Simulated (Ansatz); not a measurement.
# H6N2Si: the cost of one run

The runs use Ansatz 0.2.0, Gaussian basis; PBE0-D4/def2-TZVP structures, single points in def2-TZVPP, no counterpoise correction.

Levels: SPW92, PBE-D4, BLYP-D4, r2SCAN-D4, B97M-V, PBE0-D4, B3LYP-D4, r2SCAN0-D4, BHLYP-D4, CAM-B3LYP-D4, wB97X-V, wB97M-V, B2PLYP, PBE-QIDH, RPA on PBE, Hartree-Fock, MP2, CCSD, CCSD(T).

Cores are frozen in the correlated methods. B3LYP uses VWN-RPA correlation. B2PLYP carries no dispersion term here.

114 further runs of the same task are left out: 1 that didn't finish, 113 set aside as unsound or not needed.

### 1 Starting geometry

The complex: 15 atoms, charge 0, spin multiplicity 1.

Atoms are counted from 1 here; the program's logs count them from 0.

Bond lengths: Si1–N2 1.751 Å, Si1–H3 1.491 Å, Si1–H4 1.492 Å, Si1–N5 1.694 Å, N2–H10 1.012 Å, N2–H11 1.012 Å, N5–H12 1.018 Å, N5–H13 1.006 Å, H6–O7 0.979 Å, O7–H14 0.959 Å, H8–O9 0.985 Å, O9–H15 0.959 Å. Angles: N2–Si1–H3 114.4°, N2–Si1–H4 102.3°, N2–Si1–N5 108.0°, H3–Si1–H4 108.1°, H3–Si1–N5 106.3°, H4–Si1–N5 118.1°, Si1–N2–H10 115.6°, Si1–N2–H11 115.3°, H10–N2–H11 108.9°, Si1–N5–H12 122.7°, Si1–N5–H13 119.7°, H12–N5–H13 112.7°, H6–O7–H14 105.4°, H8–O9–H15 106.1°.

As a file:

```
Si   -1.0933   -0.3184   -1.2523
N    -0.0236   -1.5709   -0.6595
H    -1.5424   -0.5092   -2.6611
H    -2.2812   -0.4679   -0.3620
N    -0.2499    1.1502   -1.2176
H     0.8864    1.0423    1.7209
O     0.8180    1.9772    1.4384
H     0.5573   -1.0703    1.0378
O     0.8723   -0.7270    1.9061
H    -0.4458   -2.4813   -0.5277
H     0.8402   -1.6813   -1.1757
H     0.0942    1.5669   -0.3545
H    -0.4029    1.8297   -1.9427
H     1.7105    2.3242    1.4869
H     0.2600   -1.0642    2.5630
```

Its parts: SiN2H6 holds atoms 1, 2, 3, 4, 5, 10, 11, 12, 13; H2O holds atoms 6, 7, 14; H2O holds atoms 8, 9, 15. Each part counts its atoms afresh in its own runs.

### 2 Relaxing SiN2H6 alone

Contents of relax-a/in.yaml:

```yaml
crystal:
  periodic: [false, false, false]
  atoms:
    - {symbol: Si, position_ang: [-1.093294, -0.318370, -1.252310]}
    - {symbol: N, position_ang: [-0.023553, -1.570910, -0.659467]}
    - {symbol: H, position_ang: [-1.542415, -0.509213, -2.661108]}
    - {symbol: H, position_ang: [-2.281243, -0.467886, -0.361994]}
    - {symbol: N, position_ang: [-0.249866, 1.150206, -1.217558]}
    - {symbol: H, position_ang: [-0.445759, -2.481306, -0.527736]}
    - {symbol: H, position_ang: [0.840225, -1.681271, -1.175735]}
    - {symbol: H, position_ang: [0.094229, 1.566876, -0.354463]}
    - {symbol: H, position_ang: [-0.402934, 1.829741, -1.942702]}
basis:
  gaussian: {orbitals: def2-TZVP}
hamiltonian: {xc: pbe0, dispersion: d4}
relax: {f_tol: 0.005, max_steps: 200}
```

Started as:

```
$ ansatz run in.yaml --threads 8 --pin off --events-out ev --progress --plain --max-ram 19148MiB
```

**Question.** How long does this run take on 8 threads of Intel Xeon at 2.50GHz, shared host?

About 17 s.
